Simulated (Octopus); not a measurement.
A run of Octopus 16.4 is set up as follows.

Contents of inp:

```
CalculationMode = gs
UnitsOutput = eV_Angstrom
PeriodicDimensions = 3
ExperimentalFeatures = yes
PseudopotentialSet = none
%Species
 "Bi" | species_pseudo | file | "Bi.upf"
 "S" | species_pseudo | file | "S.upf"
%
%LatticeParameters
 1*angstrom | 1*angstrom | 1*angstrom
%
%LatticeVectors
 4.00294434 | 0 | 0
 0 | 4.00294434 | 0
 0 | 0 | 4.00294434
%
%ReducedCoordinates
 "Bi" | 0.490262 | 0.490246 | 0.498221
 "S" | -0.000493 | -0.002053 | 0.004441
%
%Spacing
 0.13343148*angstrom | 0.13343148*angstrom | 0.13343148*angstrom
%
DerivativesOrder = 8
%KPointsGrid
 7 | 7 | 7
%
KPointsUseSymmetries = yes
XCFunctional = gga_x_pbe + gga_c_pbe
SmearingFunction = fermi_dirac
Smearing = 0.05*eV
ExtraStates = 6
Eigensolver = chebyshev_filter
ConvRelDens = 3e-7
MaximumIter = 120
%Output
 density | cube
 elf | cube
 potential | cube
%
```

Potentials or basis: PseudoDojo 0.4.1 standard (PBE).

Launch:

```sh
$ OMP_NUM_THREADS=1 octopus > out.log
```

Question: Estimate the largest force.

Answer: 0.112 eV/Å.

Question: Estimate the band gap on the k mesh.

Answer: None (metal or under the smearing width).

Forces on the atoms (eV/Å):
```
Bi  -0.076 -0.064 -0.052
S    0.076  0.064  0.052
```

Caveat: spin-orbit coupling is left out, which moves the levels of the heavy elements.
